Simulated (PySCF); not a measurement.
# GaSi (quartet): changing the method

What do other methods print for GaSi (quartet)?

Computed with PySCF 2.14.0. Level: method and basis as typed in the scripts.

4 further runs of the same task are left out: 4 that didn't finish.

**1. The system as given**

GaSi (quartet): 2 atoms, charge 0, spin multiplicity 4.

Bond lengths: Ga1–Si2 2.204 Å.

**2. The run that the others are compared with**

input.py

```python
from pyscf import gto, scf, mcscf

mol = gto.M(
    atom='Ga 0 0 0; Si 0 0 2.204',
    basis='cc-pvdz',
    charge=0,
    spin=3,
    symmetry=True,
    verbose=4,
)
mf = scf.ROHF(mol)
mf.kernel()
mc = mcscf.CASSCF(mf, 5, 3)
mc.kernel()
mc.analyze()
mf.dip_moment()
print('orbital energies (hartree):', mf.mo_energy[..., max(0, mol.nelec[1]-3):mol.nelec[0]+3].round(4))
```

Run with:

```bash
$ python input.py
```

**3. Wb97x (ROKS)**

Edit 1 changes functional: none (Hartree–Fock) → wb97x; SCF type: ROHF → ROKS; step after the SCF: casscf → analyze.

input.py

```python
from pyscf import gto, dft

mol = gto.M(
    atom='Ga 0 0 0; Si 0 0 2.204',
    basis='cc-pvdz',
    charge=0,
    spin=3,
    symmetry=True,
    verbose=4,
)
mf = dft.ROKS(mol, xc='wb97x')
mf.kernel()
mf.analyze()
print('orbital energies (hartree):', mf.mo_energy[..., max(0, mol.nelec[1]-3):mol.nelec[0]+3].round(4))
```

**4. Pw6b95 (ROKS)**

Edit 2 changes functional: none (Hartree–Fock) → pw6b95; SCF type: ROHF → ROKS; step after the SCF: casscf → analyze.

input.py

```python
from pyscf import gto, dft

mol = gto.M(
    atom='Ga 0 0 0; Si 0 0 2.204',
    basis='cc-pvdz',
    charge=0,
    spin=3,
    symmetry=True,
    verbose=4,
)
mf = dft.ROKS(mol, xc='pw6b95')
mf.kernel()
mf.analyze()
print('orbital energies (hartree):', mf.mo_energy[..., max(0, mol.nelec[1]-3):mol.nelec[0]+3].round(4))
```

**5. UHF**

Edit 3 changes SCF type: ROHF → UHF.

input.py

```python
from pyscf import gto, scf, mcscf

mol = gto.M(
    atom='Ga 0 0 0; Si 0 0 2.204',
    basis='cc-pvdz',
    charge=0,
    spin=3,
    symmetry=True,
    verbose=4,
)
mf = scf.UHF(mol)
mf.kernel()
mc = mcscf.CASSCF(mf, 5, 3)
mc.kernel()
mc.analyze()
mf.dip_moment()
print('orbital energies (hartree):', [e[max(0, n-3):n+3].round(4) for e, n in zip(mf.mo_energy, mol.nelec)])
```

Before running it: what results should come out? Wanted: for each run, E(SCF); from base; gap, α spin; SCF dipole; after the SCF.

The runs gave:

```
          run  E(SCF) (hartree)  from base (eV)  cycles  gap, α spin (eV)  SCF dipole (D)                 after the SCF
         base      -2212.081671               0      12               n/a            1.17  CASSCF correlation -0.116 eV
 wb97x (ROKS)      -2214.248067  not comparable      10               n/a            0.96                           n/a
pw6b95 (ROKS)      -2215.438309  not comparable       9               n/a            0.81                           n/a
          UHF      -2212.084873         -0.0871      13              9.13            1.42  CASSCF correlation -0.029 eV
```

What this shows: Total energies of different functionals can't be compared with each other; differences within one functional can. The dearest run is “wb97x (ROKS)”, at 7.2 s against 2.1 s.
